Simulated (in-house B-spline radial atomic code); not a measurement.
# Sm⁴¹⁺: ionisation energy by several methods

How far do functionals differ on the ionisation energy of Sm⁴¹⁺? Each run solves Sm⁴¹⁺ and then the next ion ([Ar] 3d2).

The numbers are computed with in-house B-spline radial atomic code version 1 (scalar-relativistic (X2C), several functionals, spin-polarised; spherical all-electron atom at the radial basis limit), except any that are marked as measured or tabulated.

## (1) The atom as given

```
element       : samarium (Z = 62)
charge        : +41
electrons     : 21
configuration : [Ar] 3d3
nucleus       : Fermi, rms radius 5.082 fm
```

The outer shells:

[Ar] 3d3
```
[Ar] core
3d [↑ ][↑ ][↑ ][  ][  ]
```

Where spins are not typed, each open shell is filled with up spins first.

## (2) BLYP

Settings, as recorded:

```ini
Z = 62
electrons = 21.0
configuration = [Ar] 3d3
hamiltonian = x2c
method = b88,lyp
spin_polarised = True
nucleus = fermi
rms_radius = 5.0819
mass_number = 152
atomic_mass = 151.919738646
speed_of_light = 137.035999084
```

## (3) LDA (PW92)

The settings differ from step 2 so:

```diff
@@ -4,3 +4,3 @@
 hamiltonian = x2c
-method = b88,lyp
+method = lda,pw
 spin_polarised = True
```

## (4) r2SCAN

The settings differ from step 3 so:

```diff
@@ -4,3 +4,3 @@
 hamiltonian = x2c
-method = lda,pw
+method = r2scan
 spin_polarised = True
```

## (5) PW91

The settings differ from step 4 so:

```diff
@@ -4,3 +4,3 @@
 hamiltonian = x2c
-method = r2scan
+method = pw91,pw91
 spin_polarised = True
```

Before running: The tabulated ionisation energy is 3137 ± 4 eV (tabulated theoretical; NIST Atomic Spectra Database). What does each method give, and which comes nearest?

As calculated:

| method | rung | total energy (hartree) | ΔSCF (eV) | −ε highest (eV) | ΔSCF less tabulated (eV) |
| --- | --- | --- | --- | --- | --- |
| LDA (PW92) | LDA | -9067.4873 | 3127.11 | 3073.09 (3d up) | -9.89 |
| BLYP | GGA | -9076.4829 | 3127.45 | 3073.48 (3d up) | -9.55 |
| PW91 | GGA | -9076.4264 | 3127.83 | 3073.87 (3d up) | -9.17 |
| r2SCAN | meta-GGA | -9075.7508 | 3128.85 | 3075.85 (3d up) | -8.15 |

**Reading.** Tables give 3137 ± 4 eV (tabulated theoretical; NIST Atomic Spectra Database) for the ionisation energy. r2SCAN misses by -8.15 eV, the least, and LDA (PW92) by -9.89 eV (0.32 %), the most. Mean absolute error by rung (exchange-only levels left out): LDA 9.89 eV, GGA 9.36 eV, meta-GGA 8.15 eV. All methods miss on the same side by much the same amount, which points to something that they share. Relativistic terms that these runs lack can be as large as the gaps between close methods, so the nearest may be so by luck. Spin-orbit coupling is left out. Open shells are averaged (over orientations, and over spins where the run is restricted), while tables refer to the lowest levels.

Members of this set that are not shown: 3 used exact exchange with fractional occupations of an open shell, which is unsound here.
